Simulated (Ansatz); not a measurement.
# CH4OSSi: up Jacob's ladder to CCSD(T)

How much do the methods differ for CH4OSSi? The plan is to run it at one geometry with functionals of several rungs and with coupled cluster, and see how far each lands from CCSD(T) at the basis-set limit for the atomisation energy.

Method: functionals in def2-TZVPP, the program's frozen cores in correlated methods; program: Ansatz 0.2.0, Gaussian basis.

Levels to be run: LDA (SPW92), PBE-D4, revPBE-D4, BLYP-D4, r2SCAN-D4, B97M-V, PBE0-D4, B3LYP-D4, r2SCANh-D4, r2SCAN0-D4, HSE06-D4, BHLYP-D4, CAM-B3LYP-D4, LC-ωPBE, ωB97X-V, ωB97M-V, B2PLYP, PBE-QIDH; CCSD(T)/def2-SVP; CCSD(T)/def2-TZVPP; MP2/def2-QZVPP; extrapolation to the limit; RPA on PBE.

### Step 1. The geometry

All runs share one geometry, relaxed beforehand with PBE0-D4 in a triple-zeta def2 set.

SMILES `C1O[SiH2]S1`, 8 atoms, charge 0, spin multiplicity 1.

Atoms are counted from 1 here; the program's logs count them from 0.

Bond lengths: C1–O2 1.418 Å, C1–S4 1.860 Å, C1–H5 1.091 Å, C1–H6 1.091 Å, O2–Si3 1.664 Å, Si3–S4 2.124 Å, Si3–H7 1.485 Å, Si3–H8 1.485 Å. Angles: O2–C1–S4 103.9°, O2–C1–H5 111.0°, O2–C1–H6 111.0°, S4–C1–H5 110.1°, S4–C1–H6 110.1°, H5–C1–H6 110.6°, C1–O2–Si3 98.8°, O2–Si3–S4 85.6°, O2–Si3–H7 113.6°, O2–Si3–H8 113.6°, S4–Si3–H7 117.1°, S4–Si3–H8 117.1°, H7–Si3–H8 108.5°, C1–S4–Si3 71.8°.

### Step 2. LDA

This LDA is Slater exchange with PW92 correlation.

in.yaml

```yaml
crystal:
  periodic: [false, false, false]
  atoms:
    - {symbol: C, position_ang: [-0.404392, 1.085596, -0.191950]}
    - {symbol: O, position_ang: [0.339529, 0.467763, 0.845139]}
    - {symbol: Si, position_ang: [0.435266, -1.066801, 0.209909]}
    - {symbol: S, position_ang: [-0.679628, -0.283718, -1.419769]}
    - {symbol: H, position_ang: [0.165375, 1.893795, -0.653419]}
    - {symbol: H, position_ang: [-1.362032, 1.453553, 0.179949]}
    - {symbol: H, position_ang: [1.824424, -1.508069, -0.072223]}
    - {symbol: H, position_ang: [-0.226444, -2.099219, 1.046764]}
basis:
  gaussian: {orbitals: def2-TZVPP}
hamiltonian: {xc: lda}
output: {orbitals: {seedname: orbitals}}
```

Command:

```console
> ansatz run in.yaml --threads 2 --pin off --events-out ev --progress --plain --max-ram 4352MiB
```

After this run come: PBE-D4 (GGA); revPBE-D4 (GGA); BLYP-D4 (GGA); r2SCAN-D4 (meta-GGA); B97M-V (meta-GGA); PBE0-D4 (hybrid); B3LYP-D4 (hybrid); r2SCANh-D4 (hybrid); r2SCAN0-D4 (hybrid); HSE06-D4 (hybrid); BHLYP-D4 (hybrid); CAM-B3LYP-D4 (range-separated); LC-ωPBE (range-separated); ωB97X-V (range-separated); ωB97M-V (range-separated); B2PLYP (double hybrid); PBE-QIDH (double hybrid); CCSD(T) in def2-SVP; CCSD(T) in def2-TZVPP; MP2 in def2-QZVPP; RPA on PBE orbitals.

Q: Predict the results of all the runs planned. Wanted: atomisation energy, CCSD(T)/CBS; farthest beyond LDA; mean size of error, GGA; mean size of error, meta-GGA; mean size of error, hybrid; mean size of error, range-separated; mean size of error, double hybrid; gap, smallest and largest; T1 diagnostic.

As calculated:

```
                               quantity                                                        value
        atomisation energy, CCSD(T)/CBS                                                2872.6 kJ/mol
 functionals within 14.4 kJ/mol (0.5 %)  r2SCAN-D4, B97M-V, PBE0-D4, HSE06-D4, CAM-B3LYP-D4, ωB97M-V
                    farthest beyond LDA                                     BHLYP-D4 (-109.8 kJ/mol)
                mean size of error, GGA                                                  33.0 kJ/mol
           mean size of error, meta-GGA                                                   7.8 kJ/mol
             mean size of error, hybrid                                                  35.5 kJ/mol
    mean size of error, range-separated                                                  15.5 kJ/mol
      mean size of error, double hybrid                                                  37.3 kJ/mol
              gap, smallest and largest                    4.21 eV (LDA (SPW92)), 11.48 eV (LC-ωPBE)
                          T1 diagnostic                                                       0.0116
triples share of the correlation energy                                                        4.1 %
```

In words: The LDA atomisation energy is off by 432.3 kJ/mol (15 %): it overbinds. PBE-D4 misses by +44.6 kJ/mol. Double hybrids carry the basis error of their MP2 part in triple zeta, and no dispersion term here, so their miss is partly the set-up's. Taken by rung, meta-GGA functionals do best (7.8 kJ/mol on average) and double hybrid ones worst beyond LDA (37.3 kJ/mol). The reference freezes the cores and leaves out relativity and excitations past (T), so misses under about 14.4 kJ/mol can't be ranked. Hartree-Fock recovers 71 % of the binding; the rest is correlation. CCSD(T) in def2-SVP is off by -230.2 kJ/mol, more than most functionals: a good method in a small basis is no reference. The gap grows from 4.2 to 11.5 eV across the functionals, mostly with the share of exact exchange.
